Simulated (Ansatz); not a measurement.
Debugging cell relaxations under several functionals of Cu, space group P6_3/mmc (the Python package of Ansatz (0.2.0)).

`lattice_cu.py`
```python
'''Relaxed cell of Cu under several functionals.'''

import ansatz as az
from ase import Atoms
import numpy as np

def edges_and_angles(cell):
    cell = np.asarray(cell)
    a, b, c = np.linalg.norm(cell, axis=1)
    cosines = cell[1] @ cell[2] / (b * c), cell[0] @ cell[2] / (a * c), cell[0] @ cell[1] / (a * b)
    return (a, b, c, *np.degrees(np.arccos(cosines)))

atoms = Atoms(
    ['Cu', 'Cu', 'Cu', 'Cu'],
    scaled_positions=[
        (0.0, 0.0, 0.0),
        (1 / 3, 2 / 3, 0.25),
        (0.0, 0.0, 0.5),
        (2 / 3, 1 / 3, 0.75),
    ],
    cell=[
        (2.530764, 0.0, 0.0),
        (-1.265382, 2.191706, 0.0),
        (0.0, 0.0, 8.261815),
    ],
    pbc=True,
)
crystal = az.Crystal.from_ase(atoms)

base = crystal.calculation()
base = base.occupations('methfessel_paxton')
base = base.basis(550)
base = base.kpoints(11, 11, 3)
base = base.relax(cell=True, max_steps=30, max_displacement=3.0)

levels = [('pbesol', 'd3bj'), ('pbesol', 'none'), ('lda', 'none')]
print('level            a       b       c    alpha   beta  gamma  V/atom  steps')
for name, dispersion in levels:
    seen = []
    run = base.functional(name, dispersion=dispersion).session().plan()
    outcome = run.execute(on_event=lambda e: seen.append(e) if e['event'] == 'relax_step' else None)
    cell = outcome.lattice.cell_ang
    label = name if dispersion == 'none' else f'{name}+{dispersion}'
    print('{:13s} {:7.4f} {:7.4f} {:7.4f} {:6.2f} {:6.2f} {:6.2f}'.format(label, *edges_and_angles(cell)), f'{abs(np.linalg.det(cell)) / len(outcome.lattice.sites):7.3f} {len(seen):5d}')
```

```console
$ python lattice_cu.py
level            a       b       c    alpha   beta  gamma  V/atom  steps
pbesol+d3bj    2.4755  2.4755  8.1325  90.00  90.00 120.00  10.790     5
pbesol         2.5128  2.5128  8.2587  90.00  90.00 120.00  11.290     5
lda            2.4809  2.4809  8.1541  90.00  90.00 120.00  10.866     5
```

The script ran to its end, but the result can't be trusted. Why?

The fault: step far too long. Mended:

```diff
--- before
+++ after
@@ -33,3 +33,3 @@
 base = base.kpoints(11, 11, 3)
-base = base.relax(cell=True, max_steps=30, max_displacement=3.0)
+base = base.relax(cell=True, max_steps=30)
```

With that change:

`python lattice_cu.py` gives:
```text
level            a       b       c    alpha   beta  gamma  V/atom  steps
pbesol+d3bj    2.4755  2.4755  8.1325  90.00  90.00 120.00  10.790     7
pbesol         2.5128  2.5128  8.2583  90.00  90.00 120.00  11.290     5
lda            2.4811  2.4811  8.1545  90.00  90.00 120.00  10.868     5
```

Caveats:
- No spin polarisation was allowed.
- Forces vanish by symmetry, so the ions can't move, and the end may be a saddle.
- Dispersion corrections can be off by several per cent in the lattices of metals, and by several GPa in the pressure at a fixed cell.
- The mesh is modest for a metal, so energies can be off by several to tens of meV an atom and pressures by half a GPa or more; differences at equal mesh fare better.
- This isn't the structure that Cu takes at ambient conditions.
- The whole script took 56 s on 1 thread of Intel(R) Xeon(R) Processor @ 2.30GHz, on a shared host, peak memory 0.58 GiB.
